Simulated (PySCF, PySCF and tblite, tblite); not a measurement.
**C3H10B2OS: a path driven as rotation about a bond, and NMR exchange, part 1 of 2**

How fast is rotation about a bond in C3H10B2OS (`BB(OC)SCC`), and when do the exchanging lines merge?

Computed with tblite 0.8.0 (tight binding) and PySCF 2.14.0 (DFT, with response routines of our own); each step states its level. Atoms count from 0 throughout.

## 1. The starting structure

17 atoms, charge 0, multiplicity 1; geometry from: force field or distance geometry start.

Bonds of the start (Å): B0–B1 1.65, B0–H7 1.18, B0–H8 1.18, B1–O2 1.48, B1–S4 1.90, C3–H10 1.11, C3–H11 1.11, C3–H9 1.13, C5–C6 1.52, C5–H12 1.11, C5–H13 1.12, C6–H14 1.11, C6–H15 1.12, C6–H16 1.11, O2–C3 1.39, S4–C5 1.84.

## 2. GFN2-xTB relaxation, start minimum

Job settings and geometry (Å):

```
{"job": {"xc": "GFN2-xTB", "basis": "xTB", "kind": "relax"}, "charge": 0, "multiplicity": 1}
B      0.544100     1.922700     0.166300
B      0.666700     0.281700     0.300700
O      1.862700    -0.420600    -0.226500
C      2.821800    -0.512700     0.777900
S     -0.707700    -0.717700     1.149800
C     -1.596300    -1.151700    -0.399700
C     -2.526700    -0.025400    -0.831000
H      1.398400     2.549500    -0.354900
H     -0.413100     2.475900     0.591700
H      2.449200    -1.126400     1.651100
H      3.704700    -1.047900     0.371700
H      3.163700     0.479700     1.130900
H     -2.201800    -2.058900    -0.187800
H     -0.874800    -1.393200    -1.218100
H     -3.117800    -0.344700    -1.709800
H     -3.232800     0.222200     0.008000
H     -1.947400     0.879800    -1.099800
```

Run with:

```
> OMP_NUM_THREADS=1 python ens_run.py task.json out
```

This one command runs the whole study; its stages follow in the order run.

The log of the run:

```text
step      E/eV     max force
  0    -578.54135    2.525
  1    -578.74115    1.457
  2    -578.80997    0.943
  3    -578.83194    0.569
  4    -578.87372    0.517
  5    -578.89919    0.696
  6    -578.93891    0.670
  7    -578.96358    0.476
  8    -579.00105    0.640
  9    -579.02179    0.735
 10    -579.05777    0.697
 11    -579.08573    0.622
 12    -579.12783    0.660
 13    -579.18035    0.725
 14    -579.25033    0.742
 15    -579.31962    0.814
 16    -579.39745    0.689
 17    -579.44619    0.887
 18    -579.49065    0.872
 19    -579.54528    0.672
 20    -579.62670    0.621
 21    -579.66255    0.510
 22    -579.70274    0.553
 23    -579.74049    0.681
 24    -579.78158    0.578
 25    -579.81417    0.572
 26    -579.82853    0.580
 27    -579.86137    0.398
 28    -579.88600    0.335
 29    -579.91597    0.437
 30    -579.94438    0.477
 31    -579.96704    0.381
 32    -579.98111    0.284
 33    -579.99298    0.296
 34    -580.00382    0.271
 35    -580.01164    0.329
 36    -580.02224    0.306
 37    -580.03275    0.265
 38    -580.05944    0.229
 39    -580.06638    0.214
 40    -580.07860    0.253
 41    -580.08903    0.260
 42    -580.10698    0.427
 43    -580.12647    0.505
 44    -580.14329    0.451
 45    -580.15774    0.419
 46    -580.17560    0.442
 47    -580.20304    0.373
 48    -580.21902    0.240
 49    -580.22759    0.303
 50    -580.23335    0.236
 51    -580.23770    0.177
 52    -580.24131    0.142
 53    -580.24439    0.164
 54    -580.24726    0.166
 55    -580.25010    0.160
 56    -580.25333    0.138
 57    -580.25838    0.212
 58    -580.26185    0.248
 59    -580.26708    0.207
 60    -580.27122    0.130
 61    -580.27443    0.113
 62    -580.27641    0.101
 63    -580.27819    0.107
 64    -580.28026    0.115
 65    -580.28261    0.151
 66    -580.28478    0.126
 67    -580.28652    0.083
 68    -580.28788    0.090
 69    -580.28917    0.080
 70    -580.29044    0.090
 71    -580.29151    0.080
 72    -580.29231    0.063
 73    -580.29301    0.066
 74    -580.29375    0.079
 75    -580.29463    0.081
 76    -580.29570    0.073
 77    -580.29702    0.076
 78    -580.29875    0.096
 79    -580.30109    0.116
 80    -580.30376    0.132
 81    -580.30611    0.114
 82    -580.30806    0.101
 83    -580.30955    0.081
 84    -580.31044    0.107
 85    -580.31133    0.083
 86    -580.31222    0.062
 87    -580.31308    0.066
 88    -580.31372    0.082
 89    -580.31469    0.106
 90    -580.31588    0.107
 91    -580.31731    0.102
 92    -580.31866    0.101
 93    -580.31989    0.091
 94    -580.32128    0.097
 95    -580.32292    0.085
 96    -580.32461    0.102
 97    -580.32611    0.148
 98    -580.32757    0.147
 99    -580.32890    0.123
100    -580.33087    0.095
101    -580.33268    0.101
102    -580.33399    0.086
103    -580.33503    0.072
104    -580.33581    0.054
105    -580.33624    0.051
106    -580.33645    0.055
107    -580.33665    0.035
108    -580.33683    0.020
109    -580.33697    0.025
110    -580.33710    0.025
111    -580.33721    0.020
112    -580.33730    0.018
113    -580.33737    0.022
114    -580.33744    0.023
115    -580.33751    0.025
116    -580.33758    0.023
117    -580.33765    0.019
118    -580.33769    0.017
119    -580.33774    0.014
120    -580.33779    0.019
121    -580.33784    0.021
122    -580.33789    0.022
123    -580.33795    0.026
124    -580.33801    0.023
125    -580.33807    0.018
126    -580.33811    0.015
127    -580.33814    0.013
128    -580.33817    0.011
129    -580.33819    0.010
130    -580.33821    0.010
131    -580.33823    0.010
132    -580.33825    0.010
133    -580.33827    0.008
134    -580.33828    0.009
135    -580.33830    0.011
136    -580.33832    0.014
137    -580.33836    0.017
138    -580.33839    0.015
139    -580.33842    0.012
140    -580.33845    0.012
141    -580.33848    0.013
142    -580.33850    0.010
143    -580.33851    0.005
144    -580.33851    0.004
145    -580.33852    0.004
146    -580.33852    0.005
147    -580.33852    0.005
148    -580.33852    0.004
149    -580.33852    0.004
150    -580.33853    0.005
151    -580.33853    0.007
152    -580.33853    0.008
153    -580.33854    0.008
154    -580.33855    0.005
155    -580.33855    0.005
156    -580.33855    0.006
157    -580.33856    0.006
158    -580.33856    0.005
159    -580.33857    0.004
160    -580.33857    0.005
161    -580.33857    0.005
162    -580.33857    0.005
163    -580.33858    0.006
164    -580.33858    0.005
165    -580.33859    0.005
166    -580.33859    0.005
167    -580.33860    0.006
168    -580.33860    0.006
169    -580.33861    0.008
170    -580.33862    0.009
171    -580.33863    0.009
172    -580.33864    0.009
173    -580.33865    0.008
174    -580.33865    0.005
175    -580.33866    0.005
176    -580.33867    0.008
177    -580.33867    0.010
178    -580.33868    0.011
179    -580.33870    0.009
180    -580.33871    0.010
181    -580.33873    0.010
182    -580.33875    0.011
183    -580.33877    0.013
184    -580.33879    0.011
185    -580.33882    0.012
186    -580.33884    0.016
187    -580.33885    0.022
188    -580.33888    0.018
189    -580.33891    0.014
190    -580.33894    0.013
191    -580.33896    0.013
192    -580.33898    0.014
193    -580.33900    0.016
194    -580.33904    0.019
195    -580.33907    0.014
196    -580.33912    0.013
197    -580.33914    0.013
198    -580.33920    0.019
199    -580.33923    0.013
200    -580.33927    0.024
201    -580.33931    0.016
202    -580.33935    0.012
203    -580.33936    0.010
204    -580.33937    0.010
205    -580.33938    0.008
206    -580.33939    0.006
207    -580.33940    0.008
208    -580.33941    0.006
209    -580.33942    0.005
210    -580.33942    0.004
211    -580.33943    0.005
212    -580.33943    0.007
213    -580.33944    0.010
214    -580.33944    0.009
215    -580.33945    0.005
216    -580.33945    0.009
217    -580.33946    0.006
218    -580.33946    0.006
219    -580.33947    0.004
220    -580.33947    0.004
221    -580.33948    0.004
222    -580.33948    0.004
223    -580.33948    0.004
224    -580.33949    0.004
225    -580.33949    0.005
226    -580.33949    0.005
227    -580.33950    0.005
228    -580.33950    0.003
229    -580.33951    0.004
230    -580.33951    0.004
231    -580.33952    0.004
232    -580.33952    0.004
233    -580.33952    0.006
234    -580.33952    0.006
235    -580.33953    0.006
236    -580.33953    0.005
237    -580.33954    0.004
238    -580.33954    0.004
239    -580.33954    0.003
240    -580.33954    0.003
```

It took 4.6 s on 1 thread of AMD EPYC, shared host.

Gain 1.798 eV; displacement 0.98 Å root mean square.

## 3. Relaxed scan, rotation

Job settings and geometry (Å):

```
{"job": {"xc": "GFN2-xTB", "basis": "xTB", "coordinate": [["t", [0, 1, 2, 3], 0.5], ["t", [4, 1, 2, 3], 0.5]], "kind": "drive"}, "charge": 0, "multiplicity": 1}
B      0.102568     1.728859    -0.488831
B      0.866829     0.399977     0.157572
O      2.076660     0.497378     0.713520
C      2.800612    -0.555375     1.307770
S      0.050990    -1.261188     0.159907
C     -1.430214    -1.019276    -0.889034
C     -2.366007     0.039747    -0.345581
H     -0.010407     1.892057    -1.645359
H     -0.285801     2.603486     0.189564
H      2.415970    -0.751318     2.311714
H      2.714660    -1.472979     0.719582
H      3.845231    -0.248281     1.370092
H     -1.915481    -1.994828    -0.912194
H     -1.087839    -0.767013    -1.892406
H     -3.255060     0.113414    -0.970323
H     -2.667966    -0.201783     0.671643
H     -1.861744     1.009155    -0.337186
```

The log of the run:

```text
point  coordinate     E/eV
  0    103.900     -580.30620
  1    118.400     -580.21412
  2    133.100     -580.07903
  3    148.200     -579.95561
  4    163.600     -579.82902
  5    179.300     -579.77223
  6    194.900     -579.79071
  7    210.500     -579.88837
  8    225.500     -580.01442
  9    240.200     -580.12249
 10    254.900     -580.19985
 11    269.400     -580.22407
```

It took 8.6 s on 1 thread of AMD EPYC, shared host.

The highest point is number 5, 12.3 kcal/mol above the first.

## 4. Nudged elastic band, leg 1

Changed since step 3:

```diff
@@ -1,2 +1,2 @@
-{"job": {"xc": "GFN2-xTB", "basis": "xTB", "coordinate": [["t", [0, 1, 2, 3], 0.5], ["t", [4, 1, 2, 3], 0.5]], "kind": "drive"}, "charge": 0, "multiplicity": 1}
+{"job": {"xc": "GFN2-xTB", "basis": "xTB", "kind": "neb"}, "charge": 0, "multiplicity": 1}
 B      0.102568     1.728859    -0.488831
```

The log of the run:

```text
image   E - E0 / eV
  0       0.0000
  1       0.0291
  2       0.2023
  3       0.5650
  4       0.3266
  5       0.1424
  6       0.1100
```

Wall time 6.7 s (1 thread of AMD EPYC, shared host); peak memory 0.19 GiB.

The highest point is number 3, 13.0 kcal/mol above the first.

## 5. Saddle search, leg 1

Job settings and geometry (Å):

```
{"job": {"xc": "GFN2-xTB", "basis": "xTB", "kind": "saddle"}, "charge": 0, "multiplicity": 1}
B      0.230183     1.463889    -0.301809
B      0.661157     0.051623     0.464389
O      1.654644    -0.147077     1.350835
C      3.022919    -0.380456     1.307837
S     -0.383375    -1.464802     0.285150
C     -1.637735    -1.013849    -0.975865
C     -2.489176     0.161922    -0.549170
H      0.340354     1.620537    -1.459776
H     -0.125842     2.405340     0.303237
H      3.412924    -0.305341     2.324648
H      3.208730    -1.392470     0.927022
H      3.544886     0.341032     0.666449
H     -2.243054    -1.910426    -1.106247
H     -1.110644    -0.801540    -1.905509
H     -3.251083     0.367093    -1.299618
H     -2.974495    -0.043486     0.402145
H     -1.860391     1.048009    -0.433718
```

The log of the run:

```text
step      E/eV     max force
  0    -579.77452   0.0760
  1    -579.77106   0.0920
  2    -579.77167   0.0244
  3    -579.77033   0.1585
  4    -579.77162   0.0502
  5    -579.77177   0.0092
  6    -579.77181   0.0047
  7    -579.77181   0.0000
lowest wavenumbers (cm-1): -261.6 56.3 71.4 103.9 113.0 144.0
```

Run time: 12 s. Hardware: 1 thread of AMD EPYC, shared host; peak memory 0.19 GiB.

Point group C1; 1 imaginary mode, 262i cm⁻¹, carried by O2, C3. Steps downhill from it reached both ends.

## 6. Shieldings, start: PBE0/pcSseg-1

Job settings and geometry (Å):

```
{"job": {"kind": "nmr", "xc": "PBE0", "basis": "pcSseg-1", "pop": false}, "charge": 0, "multiplicity": 1}
B      0.102568     1.728859    -0.488831
B      0.866829     0.399977     0.157572
O      2.076660     0.497378     0.713520
C      2.800612    -0.555375     1.307770
S      0.050990    -1.261188     0.159907
C     -1.430214    -1.019276    -0.889034
C     -2.366007     0.039747    -0.345581
H     -0.010407     1.892057    -1.645359
H     -0.285801     2.603486     0.189564
H      2.415970    -0.751318     2.311714
H      2.714660    -1.472979     0.719582
H      3.845231    -0.248281     1.370092
H     -1.915481    -1.994828    -0.912194
H     -1.087839    -0.767013    -1.892406
H     -3.255060     0.113414    -0.970323
H     -2.667966    -0.201783     0.671643
H     -1.861744     1.009155    -0.337186
```

The log of the run:

```text
coarse grid: 14344 points
cycle   1  E = -642.8712946405  dE =  5.967e-01  |g| = 5.633e-01  |ddm| = 3.515e+00
cycle   2  E = -642.7942027249  dE =  7.709e-02  |g| = 8.707e-01  |ddm| = 1.195e+00
cycle   3  E = -642.9336819625  dE = -1.395e-01  |g| = 1.047e-01  |ddm| = 7.864e-01
cycle   4  E = -642.9359448515  dE = -2.263e-03  |g| = 3.113e-02  |ddm| = 1.172e-01
cycle   5  E = -642.9361654373  dE = -2.206e-04  |g| = 7.677e-03  |ddm| = 3.403e-02
cycle   6  E = -642.9361804381  dE = -1.500e-05  |g| = 2.741e-03  |ddm| = 1.084e-02
cycle   7  E = -642.9361823610  dE = -1.923e-06  |g| = 5.995e-04  |ddm| = 3.568e-03
final grid: 132720 points
cycle   8  E = -642.9883484426  dE = -3.754e-05  |g| = 1.142e-02  |ddm| = 2.875e-02
cycle   9  E = -642.9883255997  dE =  2.284e-05  |g| = 1.587e-02  |ddm| = 1.874e-02
cycle  10  E = -642.9883758015  dE = -5.020e-05  |g| = 1.648e-03  |ddm| = 1.168e-02
cycle  11  E = -642.9883763930  dE = -5.914e-07  |g| = 2.697e-04  |ddm| = 1.689e-03
cycle  12  E = -642.9883764110  dE = -1.801e-08  |g| = 8.388e-05  |ddm| = 4.269e-04
cycle  13  E = -642.9883764126  dE = -1.642e-09  |g| = 2.799e-05  |ddm| = 1.118e-04
cycle  14  E = -642.9883764128  dE = -1.882e-10  |g| = 5.224e-06  |ddm| = 2.539e-05
converged SCF energy = -642.9883764128

GIAO shielding tensors (ppm)
atom      isotropic    diamagn.    paramagn.     s11        s22        s33       span
  0 B       12.179     196.417    -184.238    -83.960    -28.930    149.427    233.386
  1 B       47.282     198.269    -150.987      3.370     40.871     97.605     94.235
  2 O      172.621     391.740    -219.119    -19.031    154.585    382.308    401.339
  3 C      129.828     244.872    -115.044    102.808    105.535    181.142     78.334
  4 S      423.106    1061.632    -638.525    322.695    398.426    548.198    225.502
  5 C      157.188     252.384     -95.196    138.567    161.004    171.992     33.425
  6 C      154.294     250.045     -95.751    130.236    153.437    179.209     48.973
  7 H       22.980      30.628      -7.648     12.121     25.754     31.066     18.945
  8 H       22.907      30.332      -7.425     12.508     25.845     30.369     17.861
  9 H       27.858      29.186      -1.328     24.558     25.800     33.217      8.659
 10 H       27.542      29.835      -2.293     23.481     27.496     31.650      8.169
 11 H       27.560      26.971       0.589     23.863     25.806     33.011      9.148
 12 H       29.292      30.991      -1.699     23.662     27.986     36.228     12.566
 13 H       28.761      32.203      -3.442     23.285     27.883     35.114     11.829
 14 H       30.007      28.372       1.634     25.399     26.821     37.800     12.402
 15 H       30.028      30.612      -0.584     26.957     28.252     34.876      7.919
 16 H       33.571      32.383       1.188     29.620     32.735     38.357      8.737
```

Run time: 52 s. Hardware: 1 thread of AMD EPYC, shared host; peak memory 0.75 GiB.

Key values: HOMO -7.05 eV, LUMO -1.73 eV; dipole 0.93 D.

## 7. Shieldings, saddle of leg 1: PBE0/pcSseg-1

Job settings and geometry (Å):

```
{"job": {"kind": "nmr", "xc": "PBE0", "basis": "pcSseg-1", "pop": false}, "charge": 0, "multiplicity": 1}
B      0.193079     1.458375    -0.330447
B      0.669640     0.040862     0.405940
O      1.675460    -0.106007     1.274382
C      3.032462    -0.380080     1.339295
S     -0.346233    -1.500477     0.202720
C     -1.657483    -1.023915    -0.991060
C     -2.465967     0.169766    -0.528889
H      0.287765     1.629000    -1.488595
H     -0.135895     2.396092     0.294148
H      3.338849    -0.340939     2.387037
H      3.246304    -1.380294     0.942914
H      3.609818     0.360503     0.769908
H     -2.285997    -1.908694    -1.084868
H     -1.176250    -0.825831    -1.948453
H     -3.264500     0.383306    -1.238202
H     -2.902670    -0.018948     0.449554
H     -1.818382     1.047282    -0.455384
```

The log of the run:

```text
coarse grid: 14344 points
cycle   1  E = -642.8464230452  dE =  6.082e-01  |g| = 5.937e-01  |ddm| = 3.516e+00
cycle   2  E = -642.7539775107  dE =  9.245e-02  |g| = 9.323e-01  |ddm| = 1.534e+00
cycle   3  E = -642.9140258956  dE = -1.600e-01  |g| = 1.117e-01  |ddm| = 1.077e+00
cycle   4  E = -642.9166561646  dE = -2.630e-03  |g| = 3.532e-02  |ddm| = 1.357e-01
cycle   5  E = -642.9169475368  dE = -2.914e-04  |g| = 8.995e-03  |ddm| = 4.111e-02
cycle   6  E = -642.9169699071  dE = -2.237e-05  |g| = 3.054e-03  |ddm| = 1.382e-02
cycle   7  E = -642.9169725402  dE = -2.633e-06  |g| = 6.421e-04  |ddm| = 4.234e-03
final grid: 132720 points
cycle   8  E = -642.9694212749  dE = -4.019e-05  |g| = 1.127e-02  |ddm| = 3.025e-02
cycle   9  E = -642.9693992601  dE =  2.201e-05  |g| = 1.547e-02  |ddm| = 1.944e-02
cycle  10  E = -642.9694482061  dE = -4.895e-05  |g| = 1.513e-03  |ddm| = 1.278e-02
cycle  11  E = -642.9694487127  dE = -5.066e-07  |g| = 2.909e-04  |ddm| = 1.884e-03
cycle  12  E = -642.9694487333  dE = -2.058e-08  |g| = 9.765e-05  |ddm| = 4.600e-04
cycle  13  E = -642.9694487356  dE = -2.305e-09  |g| = 2.863e-05  |ddm| = 1.325e-04
cycle  14  E = -642.9694487358  dE = -1.909e-10  |g| = 5.051e-06  |ddm| = 2.557e-05
converged SCF energy = -642.9694487358

GIAO shielding tensors (ppm)
atom      isotropic    diamagn.    paramagn.     s11        s22        s33       span
  0 B       13.795     198.960    -185.166    -82.806    -24.668    148.859    231.665
  1 B       39.941     195.634    -155.693    -19.278     44.580     94.522    113.800
  2 O      200.511     397.711    -197.201    -25.297    187.321    439.508    464.805
  3 C      129.375     240.349    -110.974    101.822    105.211    181.091     79.268
  4 S      344.533    1060.542    -716.009    136.982    366.735    529.883    392.901
  5 C      157.061     252.624     -95.563    139.011    161.537    170.635     31.623
  6 C      152.038     250.217     -98.179    124.424    153.819    177.872     53.448
  7 H       23.090      31.351      -8.262     12.214     25.814     31.242     19.028
  8 H       22.974      30.964      -7.990     12.444     25.825     30.653     18.210
  9 H       27.056      26.400       0.655     23.666     25.412     32.090      8.424
 10 H       27.444      27.943      -0.498     23.414     25.960     32.959      9.545
 11 H       27.498      27.505      -0.007     23.597     25.479     33.418      9.820
 12 H       29.338      30.650      -1.312     23.928     27.890     36.197     12.270
 13 H       28.708      32.325      -3.618     23.577     27.844     34.702     11.126
 14 H       29.895      28.386       1.509     25.313     26.839     37.532     12.218
 15 H       29.869      30.477      -0.607     27.043     28.092     34.473      7.430
 16 H       33.789      32.781       1.007     29.949     32.702     38.715      8.766
```

It took 73 s on 1 thread of AMD EPYC, shared host; peak memory 0.83 GiB.

Key values: HOMO -6.89 eV, LUMO -1.86 eV; dipole 1.13 D.

Orbitals, density, ELF and potential are computed afterwards from the orbital file.

Frontier orbitals at PBE0/pcSseg-1, with the share of their density that lies nearest to each atom:

```
orbital  energy (eV)                                  lies on
   HOMO        -6.89                S4 54 %; O2 14 %; B1 10 %
   LUMO        -1.86  B0 42 %; H7, H8 about 11 % each; B1 9 %
```

ELF in a plane through or near 8 of the atoms.

Ten even steps from '0' (0.00) to '9' (1.00):
```
0000000000000000000000000000
0000000000000000000000000000
0000000000000110000000000000
0000000000016997100000000000
0000000000049999400000000000
0000000000039999200000000000
0000000000015997037200000000
0000011001027641499526500000
0000024227537980699689940000
0000256468841550273299960000
0001585185750761165379820000
0001476347735975568522200000
0000026611105173756410000000
0000026600017325538980000000
0000002200037997318991000000
0000000000025885102630000000
0000000000002552000000000000
0000000000000000000000000000
0000000000000000000000000000
0000000000000000000000000000
```
The map spans 13.2 Å across and 9.9 Å up, centred on the molecule. Atoms in the plane (x, y in Å): B1 (-0.8, 0.0), O2 (-2.0, -0.1), C3 (-3.3, -0.3), S4 (0.2, -1.5), C6 (2.5, 0.1), H8 (0.1, 2.4), H14 (3.5, 0.3), H16 (1.9, 1.0).

On the surface of density 0.002 e/bohr³ the electrostatic potential runs, from the 1st to the 99th percentile, from -1.08 V near S4 to 1.03 V near B0.

(Continued in part 2 of 2.)
